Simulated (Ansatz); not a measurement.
**C₂H₄Se (SMILES CC=[Se]): single points off equilibrium**

An exercise on one series of results from a longer session: the logs are not shown, and one member is left open.

Computed with Ansatz 0.2.0, Gaussian basis. Level: single points in def2-TZVPP.

Correlated methods freeze the cores. Filled d shells of the heavier atoms are correlated.

### The system as given

7 atoms, charge 0, spin multiplicity 1.

Atoms are counted from 1 here; the program's logs count them from 0.

Bond lengths: C1–C2 1.520 Å, C1–H4 1.112 Å, C1–H5 1.136 Å, C1–H6 1.167 Å, C2–Se3 1.750 Å, C2–H7 1.066 Å. Angles: C2–C1–H4 108.7°, C2–C1–H5 107.4°, C2–C1–H6 107.9°, H4–C1–H5 107.4°, H4–C1–H6 115.2°, H5–C1–H6 110.0°, C1–C2–Se3 125.4°, C1–C2–H7 110.1°, Se3–C2–H7 124.5°.

Coordinates:

```mol
C2H4Se
  3D, bonds by distance, orders not assigned

  7  6  0  0  0  0  0  0  0  0999 V2000
   -0.4652    0.4965    0.0597 C   0  0
    0.5365   -0.6264   -0.1577 C   0  0
    1.6524   -1.2377    1.0441 Se  0  0
   -1.4842    0.1140   -0.1682 H   0  0
   -0.2311    1.3115   -0.6965 H   0  0
   -0.3188    0.9031    1.1432 H   0  0
    0.4900   -0.9675   -1.1661 H   0  0
  1  2  8  0
  1  4  8  0
  1  5  8  0
  1  6  8  0
  2  3  8  0
  2  7  8  0
M  END
```

Set-up of the first run:

run/in.yaml

```yaml
crystal:
  periodic: [false, false, false]
  atoms:
    - {symbol: C, position_ang: [-0.465200, 0.496500, 0.059700]}
    - {symbol: C, position_ang: [0.536500, -0.626400, -0.157700]}
    - {symbol: Se, position_ang: [1.652400, -1.237700, 1.044100]}
    - {symbol: H, position_ang: [-1.484200, 0.114000, -0.168200]}
    - {symbol: H, position_ang: [-0.231100, 1.311500, -0.696500]}
    - {symbol: H, position_ang: [-0.318800, 0.903100, 1.143200]}
    - {symbol: H, position_ang: [0.490000, -0.967500, -1.166100]}
basis:
  gaussian: {orbitals: def2-TZVPP}
correlation: {method: ccsd_t}
output: {forces: true}
```

No record of the launch command was kept for these runs.

Steps of the session up to this table: CCSD(T)/def2-TZVPP; PBE0-D4/def2-TZVPP; wB97M-V/def2-TZVPP; r2SCAN-D4/def2-TZVPP; PBE-D4/def2-TZVPP; r2SCAN0-D4/def2-TZVPP; r2SCANh-D4/def2-TZVPP.

One of the session's tables, all rows but one given; the rest of the session is left out.

```
    method  RMS force component (eV/Å)  angle to CCSD(T) forces (°)  dipole (D)
   CCSD(T)                       0.777                    reference        2.05
   PBE0-D4                           ?                            ?           ?
   wB97M-V                       0.797                         13.8        2.27
 r2SCAN-D4                       0.815                          9.8        2.41
    PBE-D4                       0.789                         13.7        2.21
r2SCAN0-D4                       0.851                         14.6        2.45
r2SCANh-D4                       0.827                         11.2        2.43
```

**Question.** Estimate the row for PBE0-D4.

The run gave: RMS force component (eV/Å): 0.821; angle to CCSD(T) forces (°): 13.0; dipole (D): 2.32. In the column «RMS force component (eV/Å)» it lies between r2SCAN-D4 (0.815) and r2SCANh-D4 (0.827).
